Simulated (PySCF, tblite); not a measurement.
# C₅H₈FNSi₂: geometry, infrared bands and NMR shifts

Aim: predict the infrared bands and NMR shifts of C₅H₈FNSi₂ (`N#C[C@@H]1[SiH2]C=C[SiH2][C@H]1F`).

The runs use tblite 0.8.0 and PySCF 2.14.0, with density-fitted response routines of our own; the level of theory stands in each step. All values are computed, except where a source is named. Atoms are numbered from 0 throughout.

### Step 1. The molecule as given

17 atoms, charge 0, multiplicity 1; geometry from: force field or distance geometry start.

Bonds of the start (Å): N0–C1 1.15, C1–C2 1.48, C2–Si3 1.86, Si3–C4 1.84, C4–C5 1.34, C5–Si6 1.83, Si6–C7 1.85, C7–F8 1.38, C7–C2 1.51, C2–H9 1.11, Si3–H10 1.49, Si3–H11 1.46, C4–H12 1.08, C5–H13 1.10, Si6–H14 1.48, Si6–H15 1.47, C7–H16 1.11.

### Step 2. Geometry optimisation with GFN2-xTB

Job settings and geometry (Å):

```
{"job": {"kind": "relax", "xc": "GFN2-xTB", "basis": "xTB"}, "charge": 0, "multiplicity": 1}
N     -1.623800     0.500300    -2.503100
C     -1.517600     0.196000    -1.399500
C     -1.372000    -0.215500     0.013000
Si    -0.628300     1.138500     1.056200
C      0.964800     1.612000     0.278100
C      1.715700     0.674800    -0.318900
Si     1.256300    -1.092900    -0.382500
C     -0.474800    -1.424300     0.174100
F     -0.529200    -1.769100     1.512400
H     -2.398000    -0.450800     0.380300
H     -0.393000     0.588900     2.415600
H     -1.530700     2.281400     1.111700
H      1.292400     2.640700     0.282500
H      2.661700     0.976700    -0.782600
H      1.305100    -1.498300    -1.801700
H      2.226300    -1.907500     0.361900
H     -0.961900    -2.239000    -0.407500
```

Command:

```sh
> OMP_NUM_THREADS=1 python probes_run.py task.json out
```

One launch serves the whole session: the jobs run in the order shown.

**Question.** This job is followed by: GFN2-xTB harmonic vibrations, gas phase; GIAO PBE0/pcSseg-1 NMR shielding, non-relativistic, gas phase. Predict these results of the whole session: strongest single infrared mode (GFN2-xTB); zero-point energy (GFN2-xTB); 13C shifts against TMS (PBE0/pcSseg-1); 1H shifts against TMS (PBE0/pcSseg-1); 15N shifts against NH3 (PBE0/pcSseg-1); 29Si shifts against TMS (PBE0/pcSseg-1); 19F shifts against CFCl3 (PBE0/pcSseg-1).

**Answer**, as computed:

| quantity | value |
| --- | --- |
| strongest single infrared mode (GFN2-xTB) | 2265 cm⁻¹, 423 km/mol |
| zero-point energy (GFN2-xTB) | 68.9 kcal/mol |
| 13C shifts against TMS (PBE0/pcSseg-1) | 152.7, 151.0, 122.7, 86.6, 16.1 ppm |
| 1H shifts against TMS (PBE0/pcSseg-1) | 7.41, 7.34, 5.55, 4.85, 4.75, 4.46, 4.37, 2.86 ppm |
| 15N shifts against NH3 (PBE0/pcSseg-1) | 305.0 ppm |
| 29Si shifts against TMS (PBE0/pcSseg-1) | -54.4, -60.7 ppm |
| 19F shifts against CFCl3 (PBE0/pcSseg-1) | -238.5 ppm |

In words: The optimisation took 82 steps and gained 0.369 eV; among the close pairs (by a distance rule), Si6–C7 changed most, from 1.848 to 1.924 Å. No mode is imaginary among the 45: a minimum at this level. The strongest single mode, at 2265 cm⁻¹, moves mainly H15. GFN2-xTB is a fitted tight-binding method: band positions and strengths are rough. Its intensities can rank the bands wrongly. At PBE0/pcSseg-1: The widest tensor belongs to N0: span 510 ppm, with a paramagnetic part of -378 ppm.
